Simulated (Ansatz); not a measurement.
# The Mo-Os system: small convex hull

Aim: a small convex hull, for the Mo-Os system, run from a script.

All numbers are computed with Ansatz 0.2.0, driven from Python. Level of theory: DFT PBEsol, plane waves, PAW.

### Step 1. Starting point

Mo3Os Pm-3n: It takes space group Pm-3n (No. 223, cubic). Conventional cell: a = 4.968 Å, b = 4.968 Å, c = 4.968 Å, α = 90.00°, β = 90.00°, γ = 90.00°. Around Mo (site symmetry -4m2) lie 2 Mo at 2.48 Å and 4 Os at 2.78 Å. Os (site symmetry m-3) is surrounded by 12 Mo at 2.78 Å.

MoOs P-6m2: It takes space group P-6m2 (No. 187, hexagonal). The conventional cell has a = 2.782 Å, b = 2.782 Å, c = 4.507 Å, α = 90.00°, β = 90.00°, γ = 120.00°. Mo (site symmetry -6m2) has 6 Os at 2.77 Å and 6 Mo at 2.78 Å as nearest neighbours. Os (site symmetry -6m2) is surrounded by 6 Mo at 2.77 Å and 6 Os at 2.78 Å.

Mo Im-3m: The structure is cubic, space group Im-3m (No. 229). Conventional cell: a = 3.147 Å, b = 3.147 Å, c = 3.147 Å, α = 90.00°, β = 90.00°, γ = 90.00°. Mo (site symmetry m-3m) has 8 Mo at 2.73 Å as nearest neighbours.

Os P6_3/mmc: The structure is hexagonal, space group P6_3/mmc (No. 194). The conventional cell has a = 2.734 Å, b = 2.734 Å, c = 4.320 Å, α = 90.00°, β = 90.00°, γ = 120.00°. Os (site symmetry -6m2) is surrounded by 12 Os at 2.68 to 2.73 Å.

No structure file is read: the coordinates are typed or built in the script.

### Step 2. The code

File hull_mo3os.py:

```python
# -*- coding: utf-8 -*-
'''Stability of Mo-Os compounds against each other, after relaxing atoms and volume at fixed cell shape.'''

from collections import Counter
import warnings

import ansatz
import matplotlib.pyplot as plt
import numpy as np
from scipy.spatial import ConvexHull

PHASES = {
    'Mo3Os Pm-3n': (
        [[4.968, 0.0, 0.0], [0.0, 4.968, 0.0], [0.0, 0.0, 4.968]],
        [
            ('Mo', [0.25, 0.0, 0.5]),
            ('Mo', [0.5, 0.75, 0.0]),
            ('Mo', [0.75, 0.0, 0.5]),
            ('Mo', [0.5, 0.25, 0.0]),
            ('Mo', [0.0, 0.5, 0.75]),
            ('Mo', [0.0, 0.5, 0.25]),
            ('Os', [0.0, 0.0, 0.0]),
            ('Os', [0.5, 0.5, 0.5]),
        ],
    ),
    'MoOs P-6m2': (
        [[2.781756, 0.0, 0.0], [-1.390878, 2.409071, 0.0], [0.0, 0.0, 4.507055]],
        [
            ('Mo', [2 / 3, 1 / 3, 0.5]),
            ('Os', [1 / 3, 2 / 3, 0.0]),
        ],
    ),
    'Mo': (
        [[-1.573415, 1.573415, 1.573415], [1.573415, -1.573415, 1.573415], [1.573415, 1.573415, -1.573415]],
        [
            ('Mo', [0.0, 0.0, 0.0]),
        ],
    ),
    'Os': (
        [[2.7341, 0.0, 0.0], [-1.36705, 2.3678, 0.0], [0.0, 0.0, 4.3197]],
        [
            ('Os', [1 / 3, 2 / 3, 0.25]),
            ('Os', [2 / 3, 1 / 3, 0.75]),
        ],
    ),
}


def build(vectors, sites):
    crystal = ansatz.Crystal(lattice=ansatz.Lattice.of(vectors))
    for symbol, position in sites:
        crystal = crystal.atom(symbol, position)
    return crystal


def run_phase(name, crystal):
    calc = crystal.calculation()
    calc = calc.basis(450)
    calc = calc.functional('pbesol').kpoints(spacing=0.33)
    calc = calc.occupations('fermi_dirac', width=0.05)
    calc = calc.relax(force_tolerance=0.01, max_steps=40, fix_cell=['shape'])
    return calc.run(threads=1, pin='off')


def counts(outcome):
    return Counter(site.symbol for site in outcome.lattice.sites)

def formation_energy(outcome, mu):
    n = counts(outcome)
    return (outcome.report['energy_sigma0_ev'] - sum(k * mu[element] for element, k in n.items())) / sum(n.values())

warnings.simplefilter('ignore', ansatz.DeckWarning)

phases = {name: build(*cell) for name, cell in PHASES.items()}

done = {}
for name, crystal in phases.items():
    done[name] = run_phase(name, crystal)
    print(f'{name}: {done[name].report["energy_sigma0_ev"]:.4f} eV, {len(done[name].lattice.sites)} atoms')

# energy of one atom in its reference phase
references = {'Mo': 'Mo', 'Os': 'Os'}
mu = {element: done[name].report['energy_sigma0_ev'] / len(done[name].lattice.sites) for element, name in references.items()}
points = sorted((counts(o)['Os'] / len(o.lattice.sites), formation_energy(o, mu), name) for name, o in done.items())

xy = np.array([(x, e) for x, e, _ in points] + [(0.5, 10.0)])
hull = sorted(tuple(xy[i]) for i in ConvexHull(xy).vertices if xy[i, 1] < 5)
rows = [(name, x, e, e - np.interp(x, *zip(*hull))) for x, e, name in points]
print('     phase       x(Os)  E_form (eV/atom)  above hull (eV/atom)')
for row in rows:
    print(f'{str(row[0]):>10}  {row[1]:10.3f}  {row[2]:16.4f}  {row[3]:20.4f}')
print('on the hull of these phases:', ', '.join(row[0] for row in rows if row[3] < 1e-6))
stable = [row for row in rows if row[3] < 1e-6]
plt.figure(figsize=(4.5, 3.2))
plt.plot([row[1] for row in stable], [row[2] for row in stable], 'k-o')
plt.plot([row[1] for row in rows], [row[2] for row in rows], 'r.')
plt.xlabel('fraction of Os')
plt.ylabel('formation energy (eV/atom)')
plt.tight_layout()
plt.savefig('hull.png', dpi=100)
```

### Step 3. The run

Command:

```bash
$ python hull_mo3os.py
```

Q: Predict the main results. Wanted: on the hull of these phases; energy of Mo3Os; energy of MoOs.

As calculated:

```
                                 quantity        value
              on the hull of these phases       Mo, Os
                            runs compared            4
energy of Mo3Os (run 1) from the elements  62 meV/atom
 energy of MoOs (run 2) from the elements  87 meV/atom
```

**Reading.** Among these few phases the hull runs through Mo, Os; other phases, not tried, may lie lower. No cell tried lies below the elements: the best, Mo3Os, is 62 meV/atom above them. Temperature and entropy of mixing are left out. In run 1, the volume shrank by 1.3 % over 2 moves, and the space group stayed Pm-3n. In run 4, the volume shrank by 0.7 % over 2 moves, and the space group stayed P6_3/mmc. Caveats:
- The run is spin-unpolarised.
- For the metals among these cells the mesh is coarse, so their volumes and pressures are rough.
- Atoms and volume are relaxed with the cell's shape held, which in cells of lower than cubic symmetry can hide stresses and shift volumes.
- Spin-orbit coupling, which matters for elements this heavy, is left out.
- Differences under about 40 meV an atom lie within the error of mesh and functional, so such verdicts may flip; only the cells listed enter the hull.
